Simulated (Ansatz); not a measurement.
**Nb3Tl (database structure): how the settings move a single-point run**

Aim: see which settings change the result for Nb3Tl (database structure), by how much, and at what cost.

Computed with Ansatz 0.2.0 (reference: DFT PBE, plane waves, PAW, scalar-relativistic, no spin polarisation, unless a step's input says otherwise).

### Step 1. The structure to begin with

Symmetry: Pm-3n, No. 223, cubic system. Conventional cell: a = 5.290 Å, b = 5.290 Å, c = 5.290 Å, α = 90.00°, β = 90.00°, γ = 90.00°. Nb (site symmetry -4m2) has 2 Nb at 2.65 Å and 4 Tl at 2.96 Å as nearest neighbours. Tl (site symmetry m-3) is surrounded by 12 Nb at 2.96 Å.

As a file:

```
Nb Tl
1.0
     5.29039    0.00000    0.00000
     0.00000    5.29039    0.00000
     0.00000    0.00000    5.29039
Nb Tl
6 2
Direct
  0.25000 0.00000 0.50000
  0.50000 0.75000 0.00000
  0.75000 0.00000 0.50000
  0.50000 0.25000 0.00000
  0.00000 0.50000 0.75000
  0.00000 0.50000 0.25000
  0.00000 0.00000 0.00000
  0.50000 0.50000 0.50000
```

### Step 2. The reference run

The input, input.yaml:

```yaml
crystal:
  lattice:
    - [5.290386, 0.0, 0.0]
    - [0.0, 5.290386, 0.0]
    - [0.0, 0.0, 5.290386]
  atoms:
    - { symbol: Nb, position: [0.25, 0.0, 0.5] }
    - { symbol: Nb, position: [0.5, 0.75, 0.0] }
    - { symbol: Nb, position: [0.75, 0.0, 0.5] }
    - { symbol: Nb, position: [0.5, 0.25, 0.0] }
    - { symbol: Nb, position: [0.0, 0.5, 0.75] }
    - { symbol: Nb, position: [0.0, 0.5, 0.25] }
    - { symbol: Tl, position: [0.0, 0.0, 0.0] }
    - { symbol: Tl, position: [0.5, 0.5, 0.5] }
  symmetry: { tolerance: 0.0003 }
kpoints:
  mp_grid: { grid: [4, 4, 4], shift: [0, 0, 0] }
magnetization:
  spin_polarized: false
scf:
  occupations: { method: fermi_dirac }
hamiltonian:
  pseudopotentials: { kind: paw }
  xc: pbe
basis:
  ecutwfc: 420
output:
  forces: true
  stress: true
  eigenvalues: true
```

On the command line:

```
$ ansatz run input.yaml --threads 1 --pin off --max-ram 2560MiB --backend cpu --events-out ev --progress --plain --runs-dir out
```

### Step 3. Changing settings: hubbard.sites [{species: Nb, l: d, u_eff: 8.0}], hubbard.double_counting amf

input.yaml: that of step 2 with these lines changed.

```diff
@@ -24,2 +24,3 @@
   xc: pbe
+  hubbard: { sites: [{ species: Nb, l: d, u_eff: 8.0 }], double_counting: amf }
 basis:
```

### Step 4. Changing settings: mixing.algorithm anderson, mixing.beta 0.7

input.yaml: that of step 2 with these lines changed.

```diff
@@ -21,2 +21,3 @@
   occupations: { method: fermi_dirac }
+  mixing: { algorithm: anderson, beta: 0.7 }
 hamiltonian:
```

### Step 5. Changing settings: chi_scale 0.3

input.yaml: that of step 2 with these lines changed.

```diff
@@ -21,2 +21,3 @@
   occupations: { method: fermi_dirac }
+  initial_density: { chi_scale: 0.3 }
 hamiltonian:
@@ -30 +31,5 @@
   eigenvalues: true
+  write_density: true
+  write_potential: true
+  elf: true
+  volumetric_format: npy
```

### Step 6. The same system, input altered

input.yaml: that of step 2 with these lines changed.

```diff
@@ -20,3 +20,4 @@
 scf:
-  occupations: { method: fermi_dirac }
+  occupations: { method: fixed }
+  max_iter: 50
 hamiltonian:
```

(Steps that only read results are left out.)

Before running it: what results should come out? Wanted: for each run, ending; energy change; pressure; gap; force.

The runs gave:

```csv
run,ending,energy change,pressure (GPa),gap (eV),force (eV/Å),cycles,time
reference,converged,0,5.1,0.00,0.00,6,8.3 s
"1: hubbard.sites [{species: Nb, l: d, u_eff: 8.0}], hubbard.double_counting amf",converged,-304.8 meV/atom (U changed: no physical gain or loss),12.0,0.00,0.00,11,18 s
"2: mixing.algorithm anderson, mixing.beta 0.7",converged,0.0 meV/atom,5.1,0.00,0.00,6,8 s
3: chi_scale 0.3,converged,0.0 meV/atom,5.1,0.00,0.00,8,15 s
4: occupations.method fixed,converged,+35.6 meV/atom (σ→0),5.1,0.00,0.00,6,9.8 s
```

Times don't compare one to one where runs were asked for different outputs or read a saved state (see the inputs); cycles may leave out searches for a lower state.

Residual by cycle in the longest SCF loop of each run; runs are numbered as in the table. The quantity is the density residual dr2, in eV.

```csv
cycle,reference,run 1,run 2,run 3,run 4
1,0.0702,8.38,0.0702,8.31,0.0521
2,0.0228,2.5,0.011,2.64,0.0158
3,1.8e-4,0.211,2.1e-4,0.0414,1.6e-4
4,4.4e-6,0.0893,4.7e-6,0.00199,2.6e-6
5,2.5e-7,0.00719,3.7e-7,1.6e-4,2.5e-7
6,1.3e-8,7.5e-4,2.2e-8,6.4e-6,5.9e-9
7,-,1.2e-4,-,4.9e-8,-
8,-,3.0e-5,-,9.4e-10,-
9,-,8.3e-6,-,-,-
10,-,2.5e-7,-,-,-
11,-,2.1e-8,-,-,-
```

**Reading.** Run 4 forced a fixed filling on bands that overlap, as the log warns, so it is not on the ground state. A changed U is a change of model: its shifts are not errors of convergence.

The reference is no final answer either: it is run without spin, though an odd electron count or open d shells could carry moments.
